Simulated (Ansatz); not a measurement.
Crystal: Ba2Tl5V3O12.

```
Ba V Tl O
1.0
     4.23698    2.44622    6.12840
    -4.23698    2.44622    6.12840
     0.00000   -4.89244    6.12840
Ba V Tl O
2 3 5 12
Direct
  0.50000 0.50000 0.50000
  0.00000 0.00000 0.00000
  0.50000 0.50000 0.00000
  0.00000 0.50000 0.50000
  0.50000 0.00000 0.50000
  0.00000 0.00000 0.50000
  0.50000 0.00000 0.00000
  0.00000 0.50000 0.00000
  0.74045 0.74045 0.74045
  0.25955 0.25955 0.25955
  0.71652 0.08089 0.41242
  0.41242 0.71652 0.08089
  0.08089 0.41242 0.71652
  0.58757 0.91911 0.28348
  0.91911 0.28348 0.58757
  0.28348 0.58757 0.91911
  0.28348 0.91911 0.58757
  0.58757 0.28348 0.91911
  0.91911 0.58757 0.28348
  0.41242 0.08089 0.71652
  0.08089 0.71652 0.41242
  0.71652 0.41242 0.08089
```

The cell was built by a generator and needn't be a form met in nature.

Base run:

- Program: Ansatz 0.2.0
- Functional: PBE
- Potentials or basis: Ansatz PAW
- Cutoff: 420 eV (not typed: the program's choice for these potentials)
- k mesh: 4 × 4 × 4
- Occupations: fermi-dirac, width 0.05 eV
- Spin: collinear spin, ferromagnetic start
- Starting moments: [0.0, 0.0, 2.0, 2.0, 2.0, 0.0, 0.0, 0.0, 0.0, 0.0, 0.0, 0.0, 0.0, 0.0, 0.0, 0.0, 0.0, 0.0, 0.0, 0.0, 0.0, 0.0] μB

Its results: band gap on the k mesh none (metal or under the smearing width); pressure 0.0 GPa; net moment 1.10 μB per cell; site moments Ba +0.00, -0.00; V +0.23; Tl -0.00, +0.02; O -0.01 μB; largest force 0.017 eV/Å.

Problem. After a change of settings the same cell gave: band gap on the k mesh none (metal or under the smearing width); pressure 2.1 GPa; net moment 1.63 μB per cell; site moments Ba -0.00; V +0.68; Tl -0.00, -0.01; O -0.09 μB; largest force 0.702 eV/Å. Which change was it?
A. hubbard terms from none to V d U = 6 eV; hubbard projectors from none to ortho-atomic (the default)
B. potentials or basis from Ansatz PAW to Ansatz NC; cutoff from 420 eV (not typed: the program's choice for these potentials) to 1240 eV (not typed: the program's choice for these potentials)
C. hubbard terms from none to V d U = 4 eV; hubbard projectors from none to ortho-atomic (the default)
D. functional from PBE to r2SCAN; cutoff from 420 eV (not typed: the program's choice for these potentials) to 500 eV (not typed: the program's choice for these potentials)

Solution. A.

Caveats: semilocal functionals often make such compounds metallic where correlation or magnetic order opens a gap, which also shifts bond lengths (some runs); the magnetic or orbital state may not be the lowest (some runs).
